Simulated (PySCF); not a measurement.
**UPBE/def2-TZVPD run of CH3ClGa (SMILES [CH3][Ga][Cl])**

What is the vertical ionisation energy of CH3ClGa at UPBE/def2-TZVPD? Input form: a Python script.

The results are computed with PySCF 2.14.0.

**1. The structure to begin with**

CH3ClGa: 6 atoms, total charge 0, spin state doublet. SMILES: `[CH3][Ga][Cl]`. The shape is that of a PBE0-D4/def2-TZVP optimisation.

Bond lengths: C1–Ga2 2.001 Å, Ga2–Cl3 2.184 Å, C1–H4 1.092 Å, C1–H5 1.092 Å, C1–H6 1.088 Å. Angles: C1–Ga2–Cl3 114.5°, Ga2–C1–H4 107.3°, Ga2–C1–H5 107.3°, Ga2–C1–H6 111.7°, H4–C1–H5 109.3°, H4–C1–H6 110.5°, H5–C1–H6 110.5°.

**2. A single-point energy at UPBE/def2-TZVPD**

The input, run.py:

```python
from pyscf import gto, dft

mol = gto.M(
    atom='''
C     -0.815417     0.897242    -0.620397
Ga     0.702600    -0.711860     2.446250
Cl     3.365035    -3.760366     1.641983
H     -1.784468    -0.587327    -1.676754
H      0.738883     1.640660    -1.756500
H     -2.126887     2.400897    -0.121698
''',
    max_memory=1860,
    spin=1,
    basis='def2-tzvpd',
    unit='bohr',
    verbose=3,
    charge=0,
)

mf = dft.UKS(mol, xc='pbe')
mf.grids.level = 4
mf.conv_tol = 1e-10
mf.kernel()
if not mf.converged:
    mf = mf.newton().run(mf.mo_coeff, mf.mo_occ)

e_tot = mf.e_tot
print('E(%s) = %.9f' % ('PBE', e_tot))
```

Command:

```
$ OMP_NUM_THREADS=1 python run.py
```

The program printed:

```text
converged SCF energy = -2424.48532104932  <S^2> = 0.75234888  2S+1 = 2.0023475
E(PBE) = -2424.485321049
```

It took 52 s on 1 thread of Arm Neoverse V1, shared host; peak memory 1.3 GiB.

**3. The singlet cation, same level**

The input, start.xyz:

```xyz
6
CH3ClGa
C     -0.431500     0.474800    -0.328300
Ga     0.371800    -0.376700     1.294500
Cl     1.780700    -1.989900     0.868900
H     -0.944300    -0.310800    -0.887300
H      0.391000     0.868200    -0.929500
H     -1.125500     1.270500    -0.064400
```

The input, job.py:

```python
from pyscf import gto, dft

mol = gto.M(
    atom='start.xyz',
    basis='def2-tzvpd',
    spin=0,
    charge=1,
    verbose=3,
    max_memory=1860,
)

myscf = dft.RKS(mol, xc='pbe')
myscf.conv_tol = 1e-10
myscf.grids.level = 4
myscf.kernel()
if not myscf.converged:
    myscf = myscf.newton().run(myscf.mo_coeff, myscf.mo_occ)

etot = myscf.e_tot
print('Final energy', etot)
```

Command:

```
$ OMP_NUM_THREADS=1 python job.py
```

The program printed:

```text
converged SCF energy = -2424.19384442528
Final energy -2424.1938444252773
```

Wall time 31 s (1 thread of Arm Neoverse V1, shared host); peak memory 1.3 GiB.

**4. Outcome**

At UPBE/def2-TZVPD:

| quantity | value |
| --- | --- |
| doublet CH3ClGa: total energy | -2424.48532 Eh |
| doublet CH3ClGa: dipole moment | 2.59 D |
| doublet CH3ClGa: HOMO energy (highest over α and β) | -4.95 eV |
| doublet CH3ClGa: LUMO energy (lowest over α and β) | -3.83 eV |
| doublet CH3ClGa: ⟨S²⟩ | 0.752 |
| singlet cation: total energy | -2424.19384 Eh |
| singlet cation: HOMO energy | -13.26 eV |
| singlet cation: LUMO energy | -10.89 eV |
| singlet cation: HOMO–LUMO gap | 2.38 eV |
| vertical ionisation energy (to the singlet cation) | 7.931 eV |

**Reading.** Removing an electron at fixed nuclei costs 7.93 eV (765 kJ/mol). Only the singlet of the ionised species was computed; a triplet could lie lower. Mulliken charges (doublet CH3ClGa) run from -0.69 on C1 to +0.32 on Ga2; in a basis this large or diffuse they mean little. Mulliken charges (singlet cation) run from -0.59 on C1 to +0.84 on Ga2; in a basis this large or diffuse they mean little.
